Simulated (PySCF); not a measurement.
# C₇H₇BCl₂: NMR shifts and electronic excitations in gas and solvents

Aim: compute the NMR shifts and electronic excitations of C₇H₇BCl₂ (`ClB(Cl)[C@H]1[C@H]2C=C[C@@H]1C=C2`), and see what a dielectric continuum does where one was used.

The runs use PySCF 2.14.0, with density-fitted response routines of our own; the level of theory stands in each step. All values are computed, except where a source is named. Atoms count from 0, in the outputs and in this text.

**1. Starting geometry**

17 atoms, charge 0, multiplicity 1; geometry from: GFN2-xTB.

Bonds of the start (Å): Cl0–B1 1.72, B1–Cl2 1.72, B1–C3 1.59, C3–C4 1.55, C4–C5 1.52, C5–C6 1.32, C6–C7 1.52, C7–C8 1.52, C8–C9 1.32, C7–C3 1.55, C9–C4 1.52, C3–H10 1.10, C4–H11 1.09, C5–H12 1.07, C6–H13 1.07, C7–H14 1.09, C8–H15 1.07, C9–H16 1.07.

**2. Optimising the geometry at PBE0-D3(BJ)/def2-SVP**

Job settings and geometry (Å):

```
{"job": {"xc": "PBE0", "basis": "def2-SVP", "d3": "d3bj", "grid": 1, "kind": "geom"}, "charge": 0, "multiplicity": 1}
Cl     2.989994     0.330300     1.581497
B      2.112275    -0.449728     0.327587
Cl     2.634536    -1.999202    -0.192495
C      0.864776     0.268676    -0.350567
C     -0.246787    -0.653940    -0.915549
C     -0.739248    -1.248940     0.396699
C     -0.672869    -0.292393     1.310632
C     -0.135671     0.954440     0.620256
C     -1.209855     1.357396    -0.377813
C     -1.275844     0.400957    -1.291349
H      1.206803     0.980311    -1.112310
H      0.028815    -1.362324    -1.690257
H     -1.103408    -2.253415     0.492215
H     -0.970740    -0.317394     2.340974
H      0.246662     1.737077     1.268013
H     -1.802143     2.246949    -0.283686
H     -1.934294     0.313259    -2.133759
```

Launch:

```bash
$ OMP_NUM_THREADS=1 python probes_run.py task.json out
```

This one command runs all jobs of the session in turn.

Output:

```text
step   0  E = -1215.08891310  max force = 0.024008
step   1  E = -1215.09316635  max force = 0.006914
step   2  E = -1215.09337689  max force = 0.002128
step   3  E = -1215.09340181  max force = 0.001191
step   4  E = -1215.09342258  max force = 0.000900
step   5  E = -1215.09343660  max force = 0.000366
optimisation converged
```

Wall time 4.3 min (1 thread, shared host).

Step by step:

| step | energy from step 0 (eV) | largest force component (eV/Å) |
| --- | --- | --- |
| 0 | 0.0000 | 1.2345 |
| 1 | -0.1157 | 0.3555 |
| 2 | -0.1215 | 0.1094 |
| 3 | -0.1221 | 0.0612 |
| 4 | -0.1227 | 0.0463 |
| 5 | -0.1231 | 0.0188 |

Close pairs (by a distance rule), those that changed most:

| bond | before (Å) | after (Å) | change (Å) |
| --- | --- | --- | --- |
| B1–Cl2 | 1.716 | 1.754 | +0.038 |
| Cl0–B1 | 1.718 | 1.755 | +0.037 |
| B1–C3 | 1.591 | 1.570 | -0.022 |
| C9–H16 | 1.073 | 1.091 | +0.018 |
| C8–H15 | 1.073 | 1.091 | +0.018 |
| C5–H12 | 1.073 | 1.090 | +0.018 |
| C6–H13 | 1.073 | 1.090 | +0.018 |
| C4–C5 | 1.523 | 1.537 | +0.014 |

The next job starts from the end point, and lists it.

| at the end point | value |
| --- | --- |
| rotational constants (GHz, main isotopes) | 1.674, 0.797, 0.645 |
| dipole moment (D) | 1.49 |

**3. Nuclear shieldings: PBE0/pcSseg-1 in acetonitrile**

Job settings and geometry (Å):

```
{"job": {"kind": "nmr", "xc": "PBE0", "basis": "pcSseg-1", "solvent": "acetonitrile", "pop": true}, "charge": 0, "multiplicity": 1}
Cl     4.015182     0.152069     2.190689
B      3.195297    -0.586520     0.826201
Cl     3.789672    -2.136196     0.258457
C      2.036905     0.169164     0.084012
C      0.921528    -0.743410    -0.494970
C      0.430369    -1.334026     0.836257
C      0.496858    -0.354880     1.746719
C      1.032062     0.892275     1.024919
C     -0.017875     1.310767    -0.009252
C     -0.083663     0.333065    -0.918035
H      2.453032     0.855360    -0.677116
H      1.213773    -1.472393    -1.260659
H      0.046856    -2.346611     0.965153
H      0.177809    -0.383839     2.789052
H      1.430399     1.684362     1.670624
H     -0.625262     2.214620     0.051264
H     -0.757418     0.253684    -1.771978
```

Level: GIAO PBE0/pcSseg-1 NMR shielding, non-relativistic, IEF-PCM acetonitrile.

Output:

```text
coarse grid: 16280 points
cycle   1  E = -1215.3902659038  dE =  1.605e+00  |g| = 4.005e-01  |ddm| = 3.906e+00
cycle   2  E = -1215.3871220159  dE =  3.144e-03  |g| = 4.387e-01  |ddm| = 8.640e-01
cycle   3  E = -1215.4352617918  dE = -4.814e-02  |g| = 4.635e-02  |ddm| = 4.663e-01
cycle   4  E = -1215.4356738704  dE = -4.121e-04  |g| = 1.991e-02  |ddm| = 6.784e-02
cycle   5  E = -1215.4357571764  dE = -8.331e-05  |g| = 5.299e-03  |ddm| = 2.066e-02
cycle   6  E = -1215.4357635218  dE = -6.345e-06  |g| = 1.223e-03  |ddm| = 5.286e-03
final grid: 150760 points
cycle   7  E = -1215.4927644024  dE = -5.115e-05  |g| = 7.657e-03  |ddm| = 5.026e-02
cycle   8  E = -1215.4927569472  dE =  7.455e-06  |g| = 9.382e-03  |ddm| = 1.901e-02
cycle   9  E = -1215.4927788496  dE = -2.190e-05  |g| = 9.012e-04  |ddm| = 1.107e-02
cycle  10  E = -1215.4927789788  dE = -1.292e-07  |g| = 2.934e-04  |ddm| = 1.108e-03
cycle  11  E = -1215.4927789995  dE = -2.072e-08  |g| = 6.457e-05  |ddm| = 3.008e-04
cycle  12  E = -1215.4927790002  dE = -7.044e-10  |g| = 4.073e-05  |ddm| = 8.577e-05
cycle  13  E = -1215.4927790007  dE = -4.102e-10  |g| = 5.799e-06  |ddm| = 3.518e-05
converged SCF energy = -1215.4927790007

GIAO shielding tensors (ppm)
atom      isotropic    diamagn.    paramagn.     s11        s22        s33       span
  0 Cl     677.188    1145.706    -468.518    360.592    770.995    899.977    539.385
  1 B       40.514     190.025    -149.510      0.268     38.284     82.991     82.723
  2 Cl     674.837    1145.929    -471.092    360.140    769.040    895.330    535.191
  3 C       90.740     252.707    -161.967     77.770     87.414    107.036     29.266
  4 C      127.823     243.677    -115.854    113.042    124.373    146.054     33.012
  5 C       23.646     252.111    -228.464   -112.065     31.511    151.493    263.558
  6 C       25.129     253.312    -228.183   -109.543     33.462    151.466    261.009
  7 C      127.518     248.589    -121.072    113.090    123.372    146.090     33.000
  8 C       28.648     249.760    -221.112   -102.898     41.558    147.285    250.183
  9 C       28.826     248.601    -219.774   -102.893     42.093    147.279    250.172
 10 H       28.901      30.285      -1.384     26.498     27.696     32.510      6.012
 11 H       27.150      31.294      -4.144     23.451     27.405     30.593      7.142
 12 H       23.815      30.636      -6.821     20.718     25.255     25.473      4.755
 13 H       23.881      30.978      -7.098     20.885     25.293     25.464      4.579
 14 H       27.155      32.455      -5.299     23.500     27.428     30.538      7.038
 15 H       23.937      30.530      -6.593     22.447     23.636     25.727      3.279
 16 H       23.946      30.148      -6.203     22.468     23.622     25.747      3.279
```

Run time: 2.1 min. Hardware: 1 thread, shared host.

The references, computed at this level on geometries of the same kind, shield at (ppm): 1H TMS 31.24, 13C TMS 185.5, 11B BF3·OEt2 101.4. Their shielding less the atom's gives the shift. The references are single molecules in the same continuum. Atoms listed in one row are averaged.

| atoms | environment | σ (ppm) | δ (ppm) |
| --- | --- | --- | --- |
| C5, C6 | alkene CH | 24.4 | 161.1 |
| C8, C9 | alkene CH | 28.7 | 156.7 |
| C3 | sp3 CH bonded to B | 90.7 | 94.7 |
| C4, C7 | allylic sp3 CH | 127.7 | 57.8 |
| H12, H13 | hydrogen on an alkene CH | 23.85 | 7.39 |
| H15, H16 | hydrogen on an alkene CH | 23.94 | 7.30 |
| H11, H14 | hydrogen on an allylic sp3 CH | 27.15 | 4.09 |
| H10 | hydrogen on an sp3 CH bonded to B | 28.90 | 2.34 |
| Cl0, Cl2 | chlorine bonded to B | 676 | – |
| B1 | boron bonded to C, 2 Cl | 40.5 | 60.8 |

Charges from the same density, by scheme (e):

| atoms | Mulliken | IAO | Hirshfeld | ESP fit |
| --- | --- | --- | --- | --- |
| Cl0, Cl2 | -0.20 | -0.07 | -0.07 | -0.12 |
| B1 | 0.54 | 0.17 | 0.18 | 0.18 |
| C3 | -0.29 | -0.23 | -0.10 | -0.30 |
| C4, C7 | -0.23 | -0.12 | -0.03 | 0.22 |
| C5, C6 | -0.07 | -0.17 | -0.05 | -0.21 |
| C8, C9 | -0.04 | -0.17 | -0.06 | -0.33 |

Mayer bond orders: Cl0–B1 1.14, B1–Cl2 1.14, B1–C3 0.99, C3–C4 0.94, C4–C5 0.95, C5–C6 1.82, C6–C7 0.95, C7–C8 0.97, C8–C9 1.85, C7–C3 0.94, C9–C4 0.97.

Ring of atoms C3, C4, C5, C6, C7: NICS(0) -1.1, NICS(1) -3.4, NICS(1)zz -6.8 ppm (means of both faces; NICS(1) differs between them: -4.6 and -2.1).

Ring of atoms C3, C4, C7, C8, C9: NICS(0) -1.2, NICS(1) -2.7, NICS(1)zz -3.4 ppm (means of both faces).

**4. NMR shieldings: PBE0/pcSseg-1 in chloroform**

Same as in step 3 but for these lines:

```diff
@@ -1,2 +1,2 @@
-{"job": {"kind": "nmr", "xc": "PBE0", "basis": "pcSseg-1", "solvent": "acetonitrile", "pop": true}, "charge": 0, "multiplicity": 1}
+{"job": {"kind": "nmr", "xc": "PBE0", "basis": "pcSseg-1", "solvent": "chloroform", "pop": false}, "charge": 0, "multiplicity": 1}
 Cl     4.015182     0.152069     2.190689
```

Method: GIAO PBE0/pcSseg-1 NMR shielding, non-relativistic, IEF-PCM chloroform.

Output:

```text
coarse grid: 16280 points
cycle   1  E = -1215.3884558621  dE =  1.606e+00  |g| = 4.030e-01  |ddm| = 3.906e+00
cycle   2  E = -1215.3840669463  dE =  4.389e-03  |g| = 4.468e-01  |ddm| = 8.784e-01
cycle   3  E = -1215.4339746970  dE = -4.991e-02  |g| = 4.773e-02  |ddm| = 4.772e-01
cycle   4  E = -1215.4344147770  dE = -4.401e-04  |g| = 2.048e-02  |ddm| = 6.940e-02
cycle   5  E = -1215.4345040770  dE = -8.930e-05  |g| = 5.433e-03  |ddm| = 2.132e-02
cycle   6  E = -1215.4345107345  dE = -6.658e-06  |g| = 1.328e-03  |ddm| = 5.398e-03
final grid: 150760 points
cycle   7  E = -1215.4915199056  dE = -5.010e-05  |g| = 8.055e-03  |ddm| = 5.000e-02
cycle   8  E = -1215.4915100854  dE =  9.820e-06  |g| = 1.021e-02  |ddm| = 2.052e-02
cycle   9  E = -1215.4915360779  dE = -2.599e-05  |g| = 9.605e-04  |ddm| = 1.204e-02
cycle  10  E = -1215.4915362203  dE = -1.424e-07  |g| = 3.762e-04  |ddm| = 1.181e-03
cycle  11  E = -1215.4915362542  dE = -3.392e-08  |g| = 9.808e-05  |ddm| = 3.801e-04
cycle  12  E = -1215.4915362563  dE = -2.008e-09  |g| = 4.362e-05  |ddm| = 1.156e-04
cycle  13  E = -1215.4915362567  dE = -4.791e-10  |g| = 6.696e-06  |ddm| = 4.160e-05
converged SCF energy = -1215.4915362567

GIAO shielding tensors (ppm)
atom      isotropic    diamagn.    paramagn.     s11        s22        s33       span
  0 Cl     674.839    1145.676    -470.837    356.825    767.423    900.269    543.444
  1 B       40.556     189.906    -149.350      0.916     37.656     83.097     82.181
  2 Cl     672.426    1145.896    -473.471    356.277    765.405    895.595    539.318
  3 C       90.901     252.630    -161.729     77.640     87.911    107.152     29.512
  4 C      127.870     243.780    -115.910    113.176    124.420    146.014     32.838
  5 C       23.969     252.050    -228.081   -111.691     32.300    151.297    262.989
  6 C       25.484     253.247    -227.763   -109.128     34.304    151.276    260.404
  7 C      127.565     248.680    -121.115    113.226    123.413    146.055     32.829
  8 C       28.890     249.761    -220.871   -102.598     42.192    147.077    249.675
  9 C       29.067     248.617    -219.550   -102.591     42.720    147.073    249.663
 10 H       28.939      30.352      -1.413     26.551     27.736     32.531      5.980
 11 H       27.201      31.345      -4.143     23.511     27.456     30.638      7.127
 12 H       23.876      30.661      -6.785     20.785     25.314     25.529      4.744
 13 H       23.943      31.005      -7.062     20.953     25.354     25.522      4.568
 14 H       27.206      32.500      -5.294     23.558     27.477     30.581      7.024
 15 H       23.998      30.573      -6.575     22.495     23.712     25.787      3.292
 16 H       24.007      30.193      -6.186     22.516     23.698     25.807      3.291
```

It took 99 s on 1 thread, shared host.

This run: δ C5 160.4, C8 156.2, C3 94.3, C4 57.4, H12 7.34, H15 7.24 ppm (means over like atoms).

**5. TDDFT and polarisability: PBE0/def2-SVPD**

Same as in step 4 but for these lines:

```diff
@@ -1,2 +1,2 @@
-{"job": {"kind": "nmr", "xc": "PBE0", "basis": "pcSseg-1", "solvent": "chloroform", "pop": false}, "charge": 0, "multiplicity": 1}
+{"job": {"kind": "uv", "xc": "PBE0", "basis": "def2-SVPD", "dynamic": true, "nstates": 6, "ntriplets": 0}, "charge": 0, "multiplicity": 1}
 Cl     4.015182     0.152069     2.190689
```

Level: TDDFT PBE0/def2-SVPD, vertical, gas phase, core orbitals frozen in the response.

Output:

```text
coarse grid: 16280 points
cycle   1  E = -1214.9144216538  dE =  1.519e+00  |g| = 3.933e-01  |ddm| = 8.742e+00
cycle   2  E = -1214.9057144659  dE =  8.707e-03  |g| = 4.527e-01  |ddm| = 2.437e+00
cycle   3  E = -1214.9586974680  dE = -5.298e-02  |g| = 5.483e-02  |ddm| = 1.363e+00
cycle   4  E = -1214.9593340016  dE = -6.365e-04  |g| = 2.234e-02  |ddm| = 2.708e-01
cycle   5  E = -1214.9594496128  dE = -1.156e-04  |g| = 6.462e-03  |ddm| = 6.009e-02
cycle   6  E = -1214.9594591659  dE = -9.553e-06  |g| = 1.627e-03  |ddm| = 2.193e-02
final grid: 150760 points
cycle   7  E = -1215.0954251578  dE = -4.178e-05  |g| = 8.681e-03  |ddm| = 2.702e-01
cycle   8  E = -1215.0954041162  dE =  2.104e-05  |g| = 1.266e-02  |ddm| = 5.960e-02
cycle   9  E = -1215.0954455399  dE = -4.142e-05  |g| = 1.286e-03  |ddm| = 4.492e-02
cycle  10  E = -1215.0954458875  dE = -3.477e-07  |g| = 5.950e-04  |ddm| = 4.204e-03
cycle  11  E = -1215.0954459765  dE = -8.893e-08  |g| = 1.294e-04  |ddm| = 1.891e-03
cycle  12  E = -1215.0954459803  dE = -3.833e-09  |g| = 4.752e-05  |ddm| = 4.956e-04
cycle  13  E = -1215.0954459809  dE = -5.912e-10  |g| = 1.145e-05  |ddm| = 1.694e-04
converged SCF energy = -1215.0954459809

Static polarisability (au): isotropic 110.027, principal 92.345 118.328 119.409

Singlet excitations
state   eV       nm        f      main configurations
  1   4.4526    278.5   0.02199   H->L 0.98
  2   4.9113    252.4   0.00012   H->L+1 0.98
  3   5.1967    238.6   0.00626   H-1->L 0.98
  4   5.6764    218.4   0.01095   H-1->L+1 0.83, H->L+3 0.15
  5   6.0018    206.6   0.00004   H-2->L 0.98
  6   6.1211    202.6   0.00100   H-3->L 0.97
```

It took 2.7 min on 1 thread, shared host.

The orbitals next to the gap, with their largest atomic shares:

| orbital | eV | atoms |
| --- | --- | --- |
| HOMO−3 | -9.00 | Cl2 25 %, Cl0 24 %, C3 16 % |
| HOMO−2 | -8.92 | Cl0 44 %, Cl2 43 % |
| HOMO−1 | -7.66 | C5 18 %, C6 18 %, C8 13 % |
| HOMO | -6.80 | C8 24 %, C9 24 %, C6 18 % |
| LUMO | -1.28 | B1 45 %, Cl2 18 %, Cl0 18 % |
| LUMO+1 | -0.78 | C5 18 %, C6 18 %, C9 15 % |
| LUMO+2 | 0.29 | B1 36 %, Cl0 16 %, Cl2 15 % |

With each of the 6 states as a Gaussian band of 0.4 eV half-width at 1/e, the curve within the window shown has maxima at 278 nm (ε 900), 221 nm (ε 530) L/(mol cm). Beyond the last state computed it falls off for lack of states. The curve at chosen wavelengths:

```csv
nm,ε (L/mol/cm)
193,37
198,90
203,184
208,313
213,438
219,521
224,521
229,482
234,431
239,386
244,361
249,373
254,433
260,567
265,701
270,819
275,889
280,894
285,836
290,731
295,601
301,442
306,324
311,228
316,154
321,100
```

Ground-state properties from the same run:

| property | computed |
| --- | --- |
| dipole moment (D) | 1.73 |
| polarisability (Å³) | 16.30 |
| HOMO–LUMO gap (eV) | 5.51 |
| −ε(HOMO) (eV) | 6.80 |
| C6 with itself (au) | 4991 |

**6. TDDFT and polarisability: PBE0/def2-SVPD in acetonitrile**

Same as in step 5 but for these lines:

```diff
@@ -1,2 +1,2 @@
-{"job": {"kind": "uv", "xc": "PBE0", "basis": "def2-SVPD", "dynamic": true, "nstates": 6, "ntriplets": 0}, "charge": 0, "multiplicity": 1}
+{"job": {"kind": "uv", "xc": "PBE0", "basis": "def2-SVPD", "solvent": "acetonitrile", "nstates": 6, "ntriplets": 0}, "charge": 0, "multiplicity": 1}
 Cl     4.015182     0.152069     2.190689
```

Method: TDDFT PBE0/def2-SVPD, vertical, IEF-PCM acetonitrile (non-equilibrium linear response), core orbitals frozen in the response.

Output:

```text
coarse grid: 16280 points
cycle   1  E = -1214.9210288252  dE =  1.513e+00  |g| = 3.846e-01  |ddm| = 8.765e+00
cycle   2  E = -1214.9166079316  dE =  4.421e-03  |g| = 4.241e-01  |ddm| = 2.511e+00
cycle   3  E = -1214.9634265217  dE = -4.682e-02  |g| = 4.877e-02  |ddm| = 1.343e+00
cycle   4  E = -1214.9639182561  dE = -4.917e-04  |g| = 1.993e-02  |ddm| = 3.027e-01
cycle   5  E = -1214.9640078000  dE = -8.954e-05  |g| = 5.489e-03  |ddm| = 5.622e-02
cycle   6  E = -1214.9640150069  dE = -7.207e-06  |g| = 8.849e-04  |ddm| = 1.672e-02
final grid: 150760 points
cycle   7  E = -1215.0999523235  dE = -4.685e-05  |g| = 6.862e-03  |ddm| = 2.667e-01
cycle   8  E = -1215.0999448648  dE =  7.459e-06  |g| = 8.918e-03  |ddm| = 4.468e-02
cycle   9  E = -1215.0999654208  dE = -2.056e-05  |g| = 6.639e-04  |ddm| = 3.441e-02
cycle  10  E = -1215.0999655140  dE = -9.316e-08  |g| = 2.388e-04  |ddm| = 3.494e-03
cycle  11  E = -1215.0999655277  dE = -1.375e-08  |g| = 6.862e-05  |ddm| = 9.166e-04
cycle  12  E = -1215.0999655287  dE = -1.000e-09  |g| = 3.705e-05  |ddm| = 2.704e-04
cycle  13  E = -1215.0999655291  dE = -3.449e-10  |g| = 6.179e-06  |ddm| = 9.847e-05
converged SCF energy = -1215.0999655291

Static polarisability (au): isotropic 154.227, principal 132.200 157.120 173.360

Singlet excitations
state   eV       nm        f      main configurations
  1   4.3199    287.0   0.02816   H->L 0.98
  2   4.9088    252.6   0.00012   H->L+1 0.98
  3   5.0648    244.8   0.00755   H-1->L 0.98
  4   5.6775    218.4   0.01682   H-1->L+1 0.85, H->L+3 0.13
  5   6.0868    203.7   0.00010   H-3->L 0.96
  6   6.1081    203.0   0.00184   H-2->L 0.97
```

Run time: 2.4 min. Hardware: 1 thread, shared host.

This run: HOMO -6.69 eV, LUMO -1.30 eV; lowest singlet 4.32 eV.

**7. Ultraviolet spectrum: PBE0/def2-SVPD in chloroform**

Same as in step 6 but for these lines:

```diff
@@ -1,2 +1,2 @@
-{"job": {"kind": "uv", "xc": "PBE0", "basis": "def2-SVPD", "solvent": "acetonitrile", "nstates": 6, "ntriplets": 0}, "charge": 0, "multiplicity": 1}
+{"job": {"kind": "uv", "xc": "PBE0", "basis": "def2-SVPD", "solvent": "chloroform", "nstates": 6, "ntriplets": 0}, "charge": 0, "multiplicity": 1}
 Cl     4.015182     0.152069     2.190689
```

With the program's defaults for keys left out, this is: TDDFT PBE0/def2-SVPD, vertical, IEF-PCM chloroform (non-equilibrium linear response), core orbitals frozen in the response.

Output:

```text
coarse grid: 16280 points
cycle   1  E = -1214.9192581027  dE =  1.515e+00  |g| = 3.869e-01  |ddm| = 8.760e+00
cycle   2  E = -1214.9136542267  dE =  5.604e-03  |g| = 4.317e-01  |ddm| = 2.482e+00
cycle   3  E = -1214.9620993190  dE = -4.845e-02  |g| = 5.015e-02  |ddm| = 1.348e+00
cycle   4  E = -1214.9626242405  dE = -5.249e-04  |g| = 2.027e-02  |ddm| = 2.929e-01
cycle   5  E = -1214.9627175635  dE = -9.332e-05  |g| = 5.537e-03  |ddm| = 5.382e-02
cycle   6  E = -1214.9627248197  dE = -7.256e-06  |g| = 8.805e-04  |ddm| = 1.601e-02
final grid: 150760 points
cycle   7  E = -1215.0986715823  dE = -4.613e-05  |g| = 7.128e-03  |ddm| = 2.670e-01
cycle   8  E = -1215.0986625057  dE =  9.077e-06  |g| = 9.464e-03  |ddm| = 4.666e-02
cycle   9  E = -1215.0986856652  dE = -2.316e-05  |g| = 7.228e-04  |ddm| = 3.597e-02
cycle  10  E = -1215.0986857725  dE = -1.073e-07  |g| = 2.970e-04  |ddm| = 3.501e-03
cycle  11  E = -1215.0986857935  dE = -2.103e-08  |g| = 9.369e-05  |ddm| = 1.024e-03
cycle  12  E = -1215.0986857954  dE = -1.874e-09  |g| = 4.489e-05  |ddm| = 3.412e-04
cycle  13  E = -1215.0986857959  dE = -5.080e-10  |g| = 7.154e-06  |ddm| = 1.275e-04
converged SCF energy = -1215.0986857959

Static polarisability (au): isotropic 139.433, principal 117.839 145.807 154.654

Singlet excitations
state   eV       nm        f      main configurations
  1   4.3422    285.5   0.02925   H->L 0.98
  2   4.8977    253.1   0.00013   H->L+1 0.98
  3   5.0903    243.6   0.00798   H-1->L 0.98
  4   5.6727    218.6   0.01833   H-1->L+1 0.85, H->L+3 0.13
  5   6.0643    204.4   0.00009   H-2->L 0.97
  6   6.1082    203.0   0.00191   H-3->L 0.97
```

Wall time 2.4 min (1 thread, shared host).

In short: HOMO -6.70 eV, LUMO -1.29 eV; lowest singlet 4.34 eV.

**8. Run by run: NMR shifts**

Shifts (ppm) of some atoms, chosen among heavy atoms and hydrogens apart, means over like atoms, with basis size and wall time:

| run | C5 | C8 | C3 | C4 | H12 | H15 | B1 | functions | time |
| --- | --- | --- | --- | --- | --- | --- | --- | --- | --- |
| PBE0/pcSseg-1 in acetonitrile | 161.1 | 156.7 | 94.7 | 57.8 | 7.39 | 7.30 | 60.8 | 219 | 2.1 min |
| PBE0/pcSseg-1 in chloroform | 160.4 | 156.2 | 94.3 | 57.4 | 7.34 | 7.24 | 60.6 | 219 | 99 s |

The continuum's effect on the ground state:

| solvent | ε | polarisation energy (Eh) | μ (D) |
| --- | --- | --- | --- |
| chloroform | 4.71 | -0.0034 | 2.04 |
| acetonitrile | 35.69 | -0.0048 | 2.12 |

**9. Side by side: electronic excitations**

Excitations and ground-state properties, with basis size and wall time:

| run | lowest singlet (eV) | brightest (eV) | f | gap (eV) | α (Å³) | μ (D) | functions | time |
| --- | --- | --- | --- | --- | --- | --- | --- | --- |
| PBE0/def2-SVPD | 4.45 | 4.45 | 0.022 | 5.51 | 16.30 | 1.73 | 270 | 2.7 min |
| PBE0/def2-SVPD in acetonitrile | 4.32 | 4.32 | 0.028 | 5.39 | 22.85 | 2.14 | 270 | 2.4 min |
| PBE0/def2-SVPD in chloroform | 4.34 | 4.34 | 0.029 | 5.41 | 20.66 | 2.03 | 270 | 2.4 min |

The continuum's effect on the ground state:

| solvent | ε | polarisation energy (Eh) | μ (D) |
| --- | --- | --- | --- |
| chloroform | 4.71 | -0.0035 | 2.03 |
| acetonitrile | 35.69 | -0.0050 | 2.14 |

**10. Results**

| quantity | value |
| --- | --- |
| rotational constants (main isotopes) | 1.67, 0.80, 0.64 GHz |
| 13C shifts against TMS (PBE0/pcSseg-1, acetonitrile, means over atoms taken as alike) | 161.1, 156.7, 94.7, 57.8 ppm |
| 1H shifts against TMS (PBE0/pcSseg-1, acetonitrile, means over atoms taken as alike) | 7.39, 7.30, 4.09, 2.34 ppm |
| 11B shifts against BF3·OEt2 (PBE0/pcSseg-1, acetonitrile) | 60.8 ppm |
| shieldings of Cl (PBE0/pcSseg-1, acetonitrile, a mean where the table joins atoms) | Cl0 676.0 ppm |
| lowest singlet (PBE0/def2-SVPD) | 4.45 eV (278 nm), f = 0.022 |
| range of the shift of C5 | 160.4 to 161.1 ppm |
| range of the lowest singlet | 4.32 to 4.45 eV |

**Reading.** The optimisation took 5 steps and gained 0.123 eV; among the close pairs (by a distance rule), B1–Cl2 changed most, from 1.716 to 1.754 Å. At PBE0/pcSseg-1: The largest span, 537 ppm, is at Cl0, Cl2, where the paramagnetic term is -470 ppm. The first singlet state (HOMO→LUMO 0.98) lies at 4.45 eV and is weak. Among the atoms with a shift in every run: Across the 2 runs the shift of C5 (with its like atoms) moves most, between 160.4 (PBE0/pcSseg-1 in chloroform) and 161.1 ppm (PBE0/pcSseg-1 in acetonitrile). Part of that comes from the computed reference. The continuum holds electrostatics alone: no hydrogen bonds to the solvent, and the gas-phase geometry is kept. The lowest singlet runs from 4.32 eV (PBE0/def2-SVPD in acetonitrile) to 4.45 eV (PBE0/def2-SVPD), while the orbital gap spans 5.39 to 5.51 eV. The lowest state need not be the same one in every run.
